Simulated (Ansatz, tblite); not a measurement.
**Si41H46 off sphere (Si41H46): spin-state energies by level**

Aim: set other spin states of Si41H46 off sphere (Si41H46) against its singlet, on many levels of theory.

Method: as each input shows; program: Ansatz 0.2.0, Gaussian basis.

The runs, in order: triplet, at the geometry of the singlet (GFN1-xTB, GFN2-xTB, PBE0-D4/def2-SVP, PBE-D4/def2-SVP); the singlet's energies come from earlier runs.

1 further run of the same task is left out (set aside as unsound or not needed). Runs told in other sessions of the task aren't counted.

## Step 1: The structure

The singlet was relaxed beforehand with PBE-D4/def2-SVP.

87 atoms, charge 0, spin multiplicity 1.

Bond lengths: Si1–Si2 2.351 Å, Si1–Si11 2.349 Å, Si1–H42 1.509 Å, Si1–H43 1.510 Å, Si2–Si3 2.366 Å, Si2–Si5 2.352 Å, Si2–H44 1.512 Å, Si3–Si7 2.358 Å, Si3–H45 1.510 Å, Si3–H46 1.506 Å, Si4–Si5 2.362 Å, Si4–Si14 2.350 Å, Si4–H47 1.510 Å, Si4–H48 1.510 Å, Si5–Si6 2.352 Å, Si5–Si16 2.352 Å, Si6–Si8 2.366 Å, Si6–Si9 2.351 Å and more. Angles: Si2–Si1–Si11 111.2°, Si2–Si1–H42 110.8°, Si2–Si1–H43 108.8°, Si11–Si1–H42 109.9°, Si11–Si1–H43 107.8°, H42–Si1–H43 108.2°, Si1–Si2–Si3 112.2°, Si1–Si2–Si5 108.7°, Si1–Si2–H44 109.3°, Si3–Si2–Si5 110.0°, Si3–Si2–H44 108.7°, Si5–Si2–H44 107.9°, Si2–Si3–Si7 109.5°, Si2–Si3–H45 108.2°, Si2–Si3–H46 111.2°, Si7–Si3–H45 107.4°, Si7–Si3–H46 112.7°, H45–Si3–H46 107.7° and more.

## Step 2: Triplet at the fixed geometry, GFN1-xTB

Tight binding, by tblite at 300 K electronic temperature and without a spin-polarisation term:

```python
tblite.interface.Calculator('GFN1-xTB', numbers, positions, charge=0, uhf=2).singlepoint()
```

Energy -2725.5965 eV; 3.2 s.

## Step 3: Triplet at the fixed geometry, GFN2-xTB

Tight binding, by tblite at 300 K electronic temperature and without a spin-polarisation term:

```python
tblite.interface.Calculator('GFN2-xTB', numbers, positions, charge=0, uhf=2).singlepoint()
```

Energy -2545.5736 eV; 6.8 s.

## Step 4: Triplet at the fixed geometry, PBE0-D4/def2-SVP

in.yaml

```yaml
crystal:
  periodic: [false, false, false]
  atoms:
    - {symbol: Si, position_ang: [-1.156021, -5.077201, -0.584626]}
    - {symbol: Si, position_ang: [-3.107156, -3.998308, 0.160484]}
    - {symbol: Si, position_ang: [-3.292057, -4.009722, 2.519659]}
    - {symbol: Si, position_ang: [-3.108130, -1.793766, -2.996353]}
    - {symbol: Si, position_ang: [-3.093407, -1.784740, -0.633944]}
    - {symbol: Si, position_ang: [-5.017197, -0.688774, 0.159300]}
    - {symbol: Si, position_ang: [-3.127382, -1.802834, 3.332963]}
    - {symbol: Si, position_ang: [-5.120741, -0.842702, 2.518402]}
    - {symbol: Si, position_ang: [-4.974894, 1.540282, -0.586004]}
    - {symbol: Si, position_ang: [2.683387, -5.036414, -0.676662]}
    - {symbol: Si, position_ang: [0.769734, -3.983279, 0.197400]}
    - {symbol: Si, position_ang: [0.947104, -3.982068, 2.555355]}
    - {symbol: Si, position_ang: [0.723721, -1.799201, -2.973338]}
    - {symbol: Si, position_ang: [-1.188338, -0.687178, -3.779082]}
    - {symbol: Si, position_ang: [0.737015, -1.777907, -0.609983]}
    - {symbol: Si, position_ang: [-1.184123, -0.682807, 0.184825]}
    - {symbol: Si, position_ang: [0.722101, -1.779040, 3.353219]}
    - {symbol: Si, position_ang: [-1.206553, -0.695072, 2.545492]}
    - {symbol: Si, position_ang: [-1.193921, 1.525238, -2.974786]}
    - {symbol: Si, position_ang: [-1.170358, 1.527992, -0.611373]}
    - {symbol: Si, position_ang: [-3.063707, 2.660141, 0.194934]}
    - {symbol: Si, position_ang: [-1.179130, 1.517656, 3.351765]}
    - {symbol: Si, position_ang: [-2.974236, 2.813775, 2.552886]}
    - {symbol: Si, position_ang: [-3.020209, 4.844166, -0.678678]}
    - {symbol: Si, position_ang: [4.601171, -3.964547, 0.168914]}
    - {symbol: Si, position_ang: [4.585498, -1.763230, -2.960638]}
    - {symbol: Si, position_ang: [2.646615, -0.714933, -3.784128]}
    - {symbol: Si, position_ang: [4.573229, -1.741707, -0.593641]}
    - {symbol: Si, position_ang: [2.639976, -0.667313, 0.198829]}
    - {symbol: Si, position_ang: [2.640058, -0.659761, 2.563741]}
    - {symbol: Si, position_ang: [2.612823, 1.505520, -3.006459]}
    - {symbol: Si, position_ang: [0.708004, 2.645709, -3.785826]}
    - {symbol: Si, position_ang: [2.634506, 1.519931, -0.643558]}
    - {symbol: Si, position_ang: [0.743369, 2.620234, 0.197111]}
    - {symbol: Si, position_ang: [2.697289, 1.557498, 3.340619]}
    - {symbol: Si, position_ang: [0.749794, 2.617751, 2.562001]}
    - {symbol: Si, position_ang: [0.769810, 4.849698, -2.964451]}
    - {symbol: Si, position_ang: [0.780024, 4.830900, -0.597417]}
    - {symbol: Si, position_ang: [-1.130847, 5.968797, 0.162478]}
    - {symbol: Si, position_ang: [4.557598, 2.628782, 0.118983]}
    - {symbol: Si, position_ang: [4.599569, 2.651524, 2.486624]}
    - {symbol: H, position_ang: [-1.141230, -6.520898, -0.145065]}
    - {symbol: H, position_ang: [-1.126891, -5.043133, -2.094165]}
    - {symbol: H, position_ang: [-4.316180, -4.694724, -0.423122]}
    - {symbol: H, position_ang: [-4.665458, -4.522667, 2.881761]}
    - {symbol: H, position_ang: [-2.279603, -4.935082, 3.141647]}
    - {symbol: H, position_ang: [-3.132246, -3.218260, -3.495228]}
    - {symbol: H, position_ang: [-4.352633, -1.100477, -3.495574]}
    - {symbol: H, position_ang: [-6.224875, -1.387190, -0.424716]}
    - {symbol: H, position_ang: [-3.115802, -1.795570, 4.843844]}
    - {symbol: H, position_ang: [-6.251277, -1.776418, 2.879855]}
    - {symbol: H, position_ang: [-5.416975, 0.496667, 3.140166]}
    - {symbol: H, position_ang: [-4.932085, 1.548546, -2.095577]}
    - {symbol: H, position_ang: [-6.216835, 2.275863, -0.145313]}
    - {symbol: H, position_ang: [2.677236, -6.500272, -0.307372]}
    - {symbol: H, position_ang: [2.672626, -4.930888, -2.182148]}
    - {symbol: H, position_ang: [-0.046174, -4.932154, 3.171085]}
    - {symbol: H, position_ang: [2.329129, -4.460851, 2.932242]}
    - {symbol: H, position_ang: [0.703819, -3.232402, -3.452564]}
    - {symbol: H, position_ang: [-1.148297, -0.664646, -5.290251]}
    - {symbol: H, position_ang: [0.705304, -1.748874, 4.864333]}
    - {symbol: H, position_ang: [-2.443953, 2.225652, -3.455379]}
    - {symbol: H, position_ang: [-1.161853, 1.489131, 4.862898]}
    - {symbol: H, position_ang: [-4.293640, 2.428365, 3.168606]}
    - {symbol: H, position_ang: [-2.698151, 4.250157, 2.929528]}
    - {symbol: H, position_ang: [-2.939500, 4.782958, -2.184464]}
    - {symbol: H, position_ang: [-4.289607, 5.570782, -0.304338]}
    - {symbol: H, position_ang: [5.854652, -4.662210, -0.300575]}
    - {symbol: H, position_ang: [4.574108, -4.003041, 1.675986]}
    - {symbol: H, position_ang: [4.652345, -3.188944, -3.452653]}
    - {symbol: H, position_ang: [5.807582, -1.037158, -3.466912]}
    - {symbol: H, position_ang: [2.626179, -0.721171, -5.295393]}
    - {symbol: H, position_ang: [5.782592, -0.989366, -0.087915]}
    - {symbol: H, position_ang: [3.869238, -1.401262, 3.040799]}
    - {symbol: H, position_ang: [3.853988, 2.221241, -3.491141]}
    - {symbol: H, position_ang: [0.692590, 2.629840, -5.297059]}
    - {symbol: H, position_ang: [2.705191, 1.562989, 4.851824]}
    - {symbol: H, position_ang: [0.722744, 4.053258, 3.038313]}
    - {symbol: H, position_ang: [-0.430986, 5.620025, -3.458378]}
    - {symbol: H, position_ang: [2.010245, 5.544390, -3.470176]}
    - {symbol: H, position_ang: [2.035883, 5.502741, -0.091670]}
    - {symbol: H, position_ang: [-1.177343, 5.968337, 1.669612]}
    - {symbol: H, position_ang: [-1.107367, 7.402004, -0.310609]}
    - {symbol: H, position_ang: [5.783056, 1.927364, -0.412654]}
    - {symbol: H, position_ang: [4.564299, 4.041168, -0.411523]}
    - {symbol: H, position_ang: [5.844420, 1.956874, 2.981388]}
    - {symbol: H, position_ang: [4.627749, 4.076217, 2.983023]}
basis:
  gaussian: {orbitals: def2-SVP, fitting: {mean_field: def2-universal-jkfit}}
magnetization: {spin_polarized: true, initial_magnetization: 2}
hamiltonian: {xc: pbe0, dispersion: d4}
scf: {omitted_lower_state_checks: [starts]}
output: {orbitals: {seedname: orbitals}}
```

The run is started by

```console
ansatz run in.yaml --threads 11 --pin off --events-out ev --progress --plain --max-ram 174080MiB --backend cuda --devices 0, --max-vram 75GiB
```

Standard output:

```text
Functional definition: PBE0
  name "PBE0"
  cite "Adamo & Barone, J. Chem. Phys. 110, 6158 (1999) doi:10.1063/1.478522"
  cite "Perdew, Burke & Ernzerhof, Phys. Rev. Lett. 77, 3865 (1996) doi:10.1103/PhysRevLett.77.3865"
  parent pbe
  parameter a = 0.25
  parameter kappa = 0.804
  parameter beta = 0.06672455060314922
  exchange = (1 - a)*pbe_x(kappa = kappa, mu = beta*pi^2/3) + a*exact_x
  correlation = pbe_c(beta = beta)
these checks for a lower state are left out or cut short: starts
6076 factors; integrals over basis functions are off by at most 3.2e-1 eV
mean field evaluation 1: about -323507.1731 eV, gradient 1.8e1 eV
mean field evaluation 2: about -323507.1999 eV, gradient 1.9e1 eV
mean field evaluation 4: about -323509.6422 eV, gradient 2.8e0 eV
mean field evaluation 8: about -323509.6613 eV, gradient 9.9e-1 eV
mean field evaluation 16: about -323509.6740 eV, gradient 3.7e-2 eV
mean field evaluation 32: about -323509.6759 eV, gradient 5.6e-6 eV
mean field -323509.67587744 eV, -11888.7613057619 hartree, gradient 5.6e-6 eV, S^2 2.003449; 0 other end points of the search recorded, 0 dependent functions left out
reference -323509.67596454 eV, -11888.7613089626 hartree; 311, 309 occupied and 657, 659 virtual orbitals, 6076 factors
Total energy: -323517.25483807 eV, -11889.0398274277 hartree
Checks for a lower state left out: starts
```

Run time: 49 s. Hardware: 1 × H100 with 11 threads of AMD EPYC 7R13, shared host; peak host memory 2 GiB.

HOMO -2.85 eV, LUMO -5.72 eV (over both spins; with the spin held, an empty level of the minority spin lies below the top filled one); ⟨S²⟩ 2.003 (pure: 2.00).

## Step 5: Triplet at the fixed geometry, PBE-D4/def2-SVP

start.molden holds the orbitals of an earlier run on this state, given as this run's starting guess.

Changes to in.yaml since step 4:

```diff
@@ -91,5 +91,5 @@
 basis:
-  gaussian: {orbitals: def2-SVP, fitting: {mean_field: def2-universal-jkfit}}
+  gaussian: {orbitals: def2-SVP, fitting: {mean_field: def2-universal-jkfit}, initial_orbitals: start.molden}
 magnetization: {spin_polarized: true, initial_magnetization: 2}
-hamiltonian: {xc: pbe0, dispersion: d4}
+hamiltonian: {xc: pbe, dispersion: d4}
 scf: {omitted_lower_state_checks: [starts]}
```

Same command.

Standard output:

```text
Functional definition: PBE
  name "PBE"
  cite "Perdew, Burke & Ernzerhof, Phys. Rev. Lett. 77, 3865 (1996) doi:10.1103/PhysRevLett.77.3865"
  parent pbe
  parameter kappa = 0.804
  parameter beta = 0.06672455060314922
  exchange = pbe_x(kappa = kappa, mu = beta*pi^2/3)
  correlation = pbe_c(beta = beta)
these checks for a lower state are left out or cut short: starts
6076 factors; integrals over basis functions are off by at most 3.2e-1 eV
mean field evaluation 1: about -323476.1659 eV, gradient 1.4e1 eV
mean field evaluation 2: about -323476.9676 eV, gradient 8.6e-1 eV
mean field evaluation 4: about -323476.9405 eV, gradient 1.1e-1 eV
mean field evaluation 8: about -323476.9428 eV, gradient 4.1e-3 eV
mean field evaluation 16: about -323476.9428 eV, gradient 1.2e-5 eV
mean field -323476.94279083 eV, -11887.5583870160 hartree, gradient 3.4e-6 eV, S^2 2.001216; 0 other end points of the search recorded, 0 dependent functions left out
reference -323476.94290666 eV, -11887.5583912729 hartree; 311, 309 occupied and 657, 659 virtual orbitals, 6076 factors
Total energy: -323485.15322723 eV, -11887.8601149885 hartree
Checks for a lower state left out: starts
```

Run time: 22 s. Hardware: 1 × H100 with 11 threads of AMD EPYC 7R13, shared host; peak host memory 1.9 GiB.

From the report: HOMO -2.62 eV, LUMO -5.71 eV (over both spins; with the spin held, an empty level of the minority spin lies below the top filled one); ⟨S²⟩ 2.001 (pure: 2.00).

## Step 6: Triplet less singlet, vertical

The singlet's energies are those of its earlier runs, whose logs aren't repeated here.

```
           level  triplet less singlet, vertical (eV)   time
        GFN1-xTB                               +2.251  5.5 s
        GFN2-xTB                               +2.466   12 s
 PBE-D4/def2-SVP                               +3.138   30 s
PBE0-D4/def2-SVP                               +3.810   65 s
```

Times add the two runs; a level without a time comes out of a correlated run. Tight binding without a spin term can't rank spin states.

## Step 7: Results

| quantity | value |
| --- | --- |
| triplet less singlet, vertical, functionals in def2-SVP | +3.138 (PBE-D4) to +3.810 eV (PBE0-D4) |

**Reading.** All functionals put the triplet above the singlet, over a spread of 0.672 eV. The checks for a lower triplet were left out, so another state of that spin may lie lower. These are electronic energies, without zero-point motion, entropy or surroundings.
